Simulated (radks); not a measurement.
# Dipole-allowed lines with 4 electrons: Al⁹⁺, Si¹⁰⁺, P¹¹⁺, S¹²⁺, Cl¹³⁺, Ar¹⁴⁺

Aim: excitation energies and oscillator strengths as poles of the dipole polarisability below minus the highest eigenvalue. Time-dependent linear response with the Hartree and adiabatic LDA kernel follows each ground state; no spin-orbit coupling. Its values go to the run's result record, not to the log.

Program: radks (a radial shooting solver on a logarithmic mesh, Libxc functionals) version 1. Level of theory: scalar-relativistic Kohn-Sham, PBE, spin-unpolarised, spherical densities, finite nucleus. These are calculated values, not measurements, unless marked.

## Step 1: The system

```
species : Al⁹⁺ ([He] 2s2), Si¹⁰⁺ ([He] 2s2), P¹¹⁺ ([He] 2s2), S¹²⁺ ([He] 2s2), Cl¹³⁺ ([He] 2s2), Ar¹⁴⁺ ([He] 2s2)
```

In the logs a row gives level, spin channel, occupation and eigenvalue; Etot, Ekin, Encl (electron-nucleus), Eh (Hartree) and Exc are energies, all in hartree; err is the last residual, it the number of iterations.

## Step 2: Al⁹⁺, [He] 2s2

Settings of this run:

```text
Z 13
configuration [He] 2s2 2p0 3s0 3d0
relativity scalar-relativistic
functional pbe,pbe
spin unpolarised
nucleus finite rms 3.061 fm
c 137.035999084
response adiabatic LDA kernel, real frequencies
```

Launch:

```bash
python run_ks.py task.json out
```

All runs below come from this command, one after another.

Output:

```text
1s      1   2.0000         -69.07198794
2s      1   2.0000         -13.91109080
2p      1   0.0000         -12.96267584
3s      1   0.0000          -5.53631330
3d      1   0.0000          -5.02801087
Etot -192.0917563766595
Ekin 192.7907520718117
Encl -403.70384706037464
Eh 28.9143128164769
Exc -10.092974204573455
err 2.0032955801300118e-09
it 13
```

2s is the highest filled level (-378.54 eV). Lines from the response step: 35.146 eV (2s-2p), f = 0.280; 234.60 eV (2s-3p), f = 0.579; 302.08 eV (2s-4p), f = 0.146; 330.78 eV (2s-5p), f = 0.0617; 345.86 eV (2s-6p), f = 0.0323; 354.77 eV (2s-7p), f = 0.0192.

Sizes of the orbitals, from the radial functions (bohr):

```tsv
level	occupation	energy (eV)	<r>	outermost maximum (interpolated)	90 % within	nodes
1s	2	-1879.5	0.1193	0.0782	0.213	0
2s	2	-378.54	0.5216	0.445	0.799	1
2p	0	-352.73	0.4571	0.362	0.737	0
3s	0	-150.65	1.245	1.18	1.80	2
3d	0	-136.82	1.044	0.892	1.58	0
```

The radial density on a logarithmic grid:

```tsv
r (bohr)	4πr²ρ (e/bohr)
0.00385	0.2525
0.00535	0.4666
0.00748	0.8616
0.0104	1.535
0.0144	2.654
0.0200	4.407
0.0280	6.984
0.0389	10.10
0.0540	13.09
0.0755	14.54
0.105	12.94
0.146	8.586
0.202	4.329
0.283	3.186
0.393	4.247
0.545	3.780
0.763	1.543
1.06	0.2460
1.47	0.01098
```

## Step 3: Si¹⁰⁺, [He] 2s2

Settings of this run:

```text
Z 14
configuration [He] 2s2 2p0 3s0 3d0
relativity scalar-relativistic
functional pbe,pbe
spin unpolarised
nucleus finite rms 3.1224 fm
c 137.035999084
response adiabatic LDA kernel, real frequencies
```

Output:

```text
1s      1   2.0000         -81.35535370
2s      1   2.0000         -16.69647898
2p      1   0.0000         -15.65311610
3s      1   0.0000          -6.71322997
3d      1   0.0000          -6.14890334
Etot -224.4196737045144
Ekin 225.40489184721446
Encl -470.24074491312217
Eh 31.330921406697577
Exc -10.914742045304262
err 3.489569525547051e-10
it 14
```

2s is the highest filled level (-454.33 eV). Lines from the response step: 38.558 eV (2s-2p), f = 0.258; 279.13 eV (2s-3p), f = 0.600; 360.78 eV (2s-4p), f = 0.151; 395.78 eV (2s-5p), f = 0.0636; 414.21 eV (2s-6p), f = 0.0333; 425.13 eV (2s-7p), f = 0.0197.

## Step 4: P¹¹⁺, [He] 2s2

Settings of this run:

```text
Z 15
configuration [He] 2s2 2p0 3s0 3d0
relativity scalar-relativistic
functional pbe,pbe
spin unpolarised
nucleus finite rms 3.1889 fm
c 137.035999084
response adiabatic LDA kernel, real frequencies
```

Output:

```text
1s      1   2.0000         -94.65273466
2s      1   2.0000         -19.73580592
2p      1   0.0000         -18.59521963
3s      1   0.0000          -8.00263473
3d      1   0.0000          -7.38111864
Etot -259.2865874532978
Ekin 260.62988532573803
Encl -541.929559869955
Eh 33.75093288813865
Exc -11.737845797219464
err 1.7997521455493244e-10
it 14
```

Highest occupied level: 2s at -537.04 eV. Lines from the response step: 42.036 eV (2s-2p), f = 0.240; 327.53 eV (2s-3p), f = 0.617; 424.69 eV (2s-4p), f = 0.155; 466.60 eV (2s-5p), f = 0.0651; 488.72 eV (2s-6p), f = 0.0341; 501.84 eV (2s-7p), f = 0.0202.

## Step 5: S¹²⁺, [He] 2s2

Settings of this run:

```text
Z 16
configuration [He] 2s2 2p0 3s0 3d0
relativity scalar-relativistic
functional pbe,pbe
spin unpolarised
nucleus finite rms 3.2611 fm
c 137.035999084
response adiabatic LDA kernel, real frequencies
```

Output:

```text
1s      1   2.0000        -108.96632112
2s      1   2.0000         -23.02971987
2p      1   0.0000         -21.78922738
3s      1   0.0000          -9.40473601
3d      1   0.0000          -8.72467374
Etot -296.6985294023166
Ekin 298.483001017206
Encl -618.7938483737269
Eh 36.174738327223636
Exc -12.562420373019329
err 2.043781162208394e-10
it 14
```

Highest occupied level: 2s at -626.67 eV. Lines from the response step: 45.590 eV (2s-2p), f = 0.225; 379.83 eV (2s-3p), f = 0.632; 493.81 eV (2s-4p), f = 0.159; 543.25 eV (2s-5p), f = 0.0664; 569.40 eV (2s-6p), f = 0.0347; 584.92 eV (2s-7p), f = 0.0206.

## Step 6: Cl¹³⁺, [He] 2s2

Settings of this run:

```text
Z 17
configuration [He] 2s2 2p0 3s0 3d0
relativity scalar-relativistic
functional pbe,pbe
spin unpolarised
nucleus finite rms 3.3654 fm
c 137.035999084
response adiabatic LDA kernel, real frequencies
```

Output:

```text
1s      1   2.0000        -124.29848122
2s      1   2.0000         -26.57892689
2p      1   0.0000         -25.23541255
3s      1   0.0000         -10.91976606
3d      1   0.0000         -10.17959441
Etot -336.66198217538295
Ekin 338.982839929671
Encl -700.858932642092
Eh 38.60270667260575
Exc -13.38859613556771
err 2.2060410867094314e-10
it 14
```

2s is the highest filled level (-723.25 eV). Lines from the response step: 49.234 eV (2s-2p), f = 0.212; 436.02 eV (2s-3p), f = 0.645; 568.18 eV (2s-4p), f = 0.161; 625.75 eV (2s-5p), f = 0.0676; 656.26 eV (2s-6p), f = 0.0353; 674.39 eV (2s-7p), f = 0.0209.

## Step 7: Ar¹⁴⁺, [He] 2s2

Settings of this run:

```text
Z 18
configuration [He] 2s2 2p0 3s0 3d0
relativity scalar-relativistic
functional pbe,pbe
spin unpolarised
nucleus finite rms 3.4274 fm
c 137.035999084
response adiabatic LDA kernel, real frequencies
```

Output:

```text
1s      1   2.0000        -140.65177640
2s      1   2.0000         -30.38419176
2p      1   0.0000         -28.93407767
3s      1   0.0000         -12.54798004
3d      1   0.0000         -11.74591343
Etot -379.1839227427429
Ekin 382.1494806502699
Encl -788.152097576083
Eh 41.03519648382433
Exc -14.216502300754161
err 4.966718827163434e-10
it 14
```

The top filled level is 2s, -826.80 eV. Lines from the response step: 52.983 eV (2s-2p), f = 0.201; 496.15 eV (2s-3p), f = 0.657; 647.80 eV (2s-4p), f = 0.164; 714.13 eV (2s-5p), f = 0.0685; 749.34 eV (2s-6p), f = 0.0358; 770.28 eV (2s-7p), f = 0.0212.

## Step 8: All runs together

```tsv
species	−ε(HOMO) (eV)	lowest orbital gap (eV)	first line (eV)	f	strongest line (eV)	its f	static α (bohr³)	measured (eV)
Al⁹⁺	378.54	2s-2p 25.808	35.146	0.280	234.60	0.579	0.1796	-
Si¹⁰⁺	454.33	2s-2p 28.391	38.558	0.258	279.13	0.600	0.1372	-
P¹¹⁺	537.04	2s-2p 31.037	42.036	0.240	327.53	0.617	0.1071	-
S¹²⁺	626.67	2s-2p 33.756	45.590	0.225	379.83	0.632	0.08505	-
Cl¹³⁺	723.25	2s-2p 36.559	49.234	0.212	436.02	0.645	0.06857	-
Ar¹⁴⁺	826.80	2s-2p 39.460	52.983	0.201	496.15	0.657	0.05599	-
```

In Al⁹⁺ the response moves the first line 9.339 eV above the bare orbital gap, and the lines found carry 99 % of the static polarisability. Very weak lines can be missed, and lines above minus the highest eigenvalue dissolve into this model's continuum.
